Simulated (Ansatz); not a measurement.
# Si3Ge2H12: how energies converge with the basis set

The task here is to estimate one member of a computed series from the others.

Method: one geometry, several basis sets; program: Ansatz 0.2.0, Gaussian basis.

Levels to be run: PBE0-D4/def2-SVP; ωB97M-V/def2-SVP; PBE0-D4/def2-QZVPP; ωB97M-V/def2-QZVPP; the functionals' def2-TZVPP values are taken from earlier runs.

1 further run of the same task is left out (it didn't finish).

### Structure used throughout

All runs share one geometry, relaxed beforehand with PBE0-D4 in a triple-zeta def2 set.

SMILES `[SiH3][SiH2][GeH2][SiH2][GeH3]`, 17 atoms, charge 0, spin multiplicity 1.

Atoms are counted from 1 here; the program's logs count them from 0.

Bond lengths: Si1–Si2 2.337 Å, Si1–H6 1.488 Å, Si1–H7 1.488 Å, Si1–H8 1.488 Å, Si2–Ge3 2.382 Å, Si2–H9 1.489 Å, Si2–H10 1.490 Å, Ge3–Si4 2.381 Å, Ge3–H11 1.541 Å, Ge3–H12 1.541 Å, Si4–Ge5 2.379 Å, Si4–H13 1.489 Å, Si4–H14 1.489 Å, Ge5–H15 1.538 Å, Ge5–H16 1.538 Å, Ge5–H17 1.538 Å. Angles: Si2–Si1–H6 109.8°, Si2–Si1–H7 111.6°, Si2–Si1–H8 109.4°, H6–Si1–H7 108.8°, H6–Si1–H8 108.4°, H7–Si1–H8 108.8°, Si1–Si2–Ge3 109.4°, Si1–Si2–H9 110.4°, Si1–Si2–H10 109.4°, Ge3–Si2–H9 110.8°, Ge3–Si2–H10 108.4°, H9–Si2–H10 108.3°, Si2–Ge3–Si4 108.7°, Si2–Ge3–H11 110.2°, Si2–Ge3–H12 110.0°, Si4–Ge3–H11 109.6°, Si4–Ge3–H12 110.4°, H11–Ge3–H12 108.0° and more.

As a file:

```
Si    0.1334    2.6498    0.2823
Si   -1.1025    1.2368   -1.1097
Ge    0.2646   -0.5881   -1.7988
Si    1.2497   -1.5745    0.1316
Ge   -0.4280   -1.9487    1.7763
H     1.3054    3.1881   -0.4602
H    -0.6877    3.7888    0.7741
H     0.6317    1.8782    1.4534
H    -1.6168    1.9877   -2.2886
H    -2.2675    0.6936   -0.3567
H    -0.5843   -1.6381   -2.5406
H     1.3578   -0.0921   -2.7642
H     1.9214   -2.8586   -0.2108
H     2.2730   -0.6431    0.6822
H     0.1477   -2.6342    3.0267
H    -1.5451   -2.8371    1.2026
H    -1.0529   -0.6084    2.2004
```

Set-up of the first run:

in.yaml

```yaml
crystal:
  periodic: [false, false, false]
  atoms:
    - {symbol: Si, position_ang: [0.133448, 2.649765, 0.282286]}
    - {symbol: Si, position_ang: [-1.102506, 1.236802, -1.109737]}
    - {symbol: Ge, position_ang: [0.264572, -0.588124, -1.798750]}
    - {symbol: Si, position_ang: [1.249739, -1.574502, 0.131647]}
    - {symbol: Ge, position_ang: [-0.428043, -1.948725, 1.776306]}
    - {symbol: H, position_ang: [1.305407, 3.188139, -0.460155]}
    - {symbol: H, position_ang: [-0.687695, 3.788836, 0.774104]}
    - {symbol: H, position_ang: [0.631712, 1.878247, 1.453408]}
    - {symbol: H, position_ang: [-1.616805, 1.987697, -2.288590]}
    - {symbol: H, position_ang: [-2.267457, 0.693577, -0.356695]}
    - {symbol: H, position_ang: [-0.584343, -1.638145, -2.540579]}
    - {symbol: H, position_ang: [1.357848, -0.092150, -2.764209]}
    - {symbol: H, position_ang: [1.921397, -2.858622, -0.210841]}
    - {symbol: H, position_ang: [2.273010, -0.643125, 0.682158]}
    - {symbol: H, position_ang: [0.147727, -2.634199, 3.026681]}
    - {symbol: H, position_ang: [-1.545079, -2.837091, 1.202551]}
    - {symbol: H, position_ang: [-1.052943, -0.608388, 2.200405]}
basis:
  gaussian: {orbitals: def2-SVP}
hamiltonian: {xc: pbe0, dispersion: d4}
output: {orbitals: {seedname: orbitals}}
```

Steps of the session up to this table: PBE0-D4 in def2-SVP; ωB97M-V in def2-SVP; PBE0-D4 in def2-QZVPP; ωB97M-V in def2-QZVPP.

One of the session's tables, all rows but one given; the rest of the session is left out.

It belongs to the step «Density functionals: the series». 

| functional | basis | HOMO (eV) | LUMO (eV) |
| --- | --- | --- | --- |
| PBE0-D4 | def2-SVP | ? | ? |
| PBE0-D4 | def2-TZVPP | -7.79 | -0.33 |
| PBE0-D4 | def2-QZVPP | -7.78 | -0.43 |
| ωB97M-V | def2-SVP | -9.73 | 1.67 |
| ωB97M-V | def2-TZVPP | -9.72 | 1.32 |
| ωB97M-V | def2-QZVPP | -9.71 | 1.01 |

Estimate the missing values for PBE0-D4, def2-SVP.

The run gave: HOMO (eV): -7.83; LUMO (eV): -0.14. In the column «HOMO (eV)» it lies between ωB97M-V, def2-QZVPP (-9.71) and PBE0-D4, def2-TZVPP (-7.79).
